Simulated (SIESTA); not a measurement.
ScTaN:

```
CELL_PARAMETERS angstrom
3.08507 0.00000 0.00000
-1.54253 2.67175 0.00000
0.00000 0.00000 10.34014
ATOMIC_POSITIONS crystal
Ta 0.33333 0.66667 0.24563
Ta 0.66667 0.33333 0.75437
Sc 0.00000 0.00000 0.00000
Sc 0.00000 0.00000 0.50000
N 0.33333 0.66667 0.62984
N 0.66667 0.33333 0.37016
```

The cell comes from a database or a generator and needn't be the stable form of this composition.

```yaml
Program: SIESTA 5.4.2
Task: single point
Functional: PBE
Potentials_or_basis: PseudoDojo 0.4 standard (PBE files)
Basis: DZP (energy shift 0.003 Ry; two zetas on semicore shells)
Grid_cutoff: 800 Ry
Energy_shift: 0.003 Ry
k_mesh: 10 × 10 × 3
Occupations: fermi-dirac, width 0.05 eV
Spin: no spin polarisation
```

On this cell: pressure 0.9 GPa; largest force 0.313 eV/Å; band gap on the k mesh none (metal or under the smearing width).

The same run follows on a disturbed copy (atoms moved at random, drawn with an rms of 0.05 Å):

```
Ta Sc N
1.0
     3.08507    0.00000    0.00000
    -1.54253    2.67175    0.00000
     0.00000    0.00000   10.34014
Ta Sc N
2 2 2
Cartesian
  -0.0001 1.7560 2.5737
  1.5466 0.8995 7.7262
  0.0739 -0.0148 -0.0336
  0.0415 -0.0487 5.1577
  0.0179 1.8173 6.5428
  1.5464 0.8351 3.8522
```

**Question.** What changes?

**Answer.** The energy (extrapolated to zero smearing) moves by +26.9 meV/atom; pressure 3.4 GPa; largest force 1.845 eV/Å; band gap on the k mesh none (metal or under the smearing width).

Forces on the atoms (eV/Å):
```
Ta   0.096 -0.187 -0.830
Ta   0.166  0.197  1.827
Sc  -0.175  0.017  0.146
Sc  -0.324  0.306  0.206
N    0.027 -0.639 -1.380
N    0.210  0.304  0.033
```

Stress tensor (GPa, compression positive):
```
 3.20 -0.02 -0.09
-0.02  3.69 -0.37
-0.09 -0.37  3.17
```

Caveats: short orbitals over semicore shells can move pressures by several GPa; the basis of atomic orbitals isn't converged, which shifts pressures, moduli and gaps.
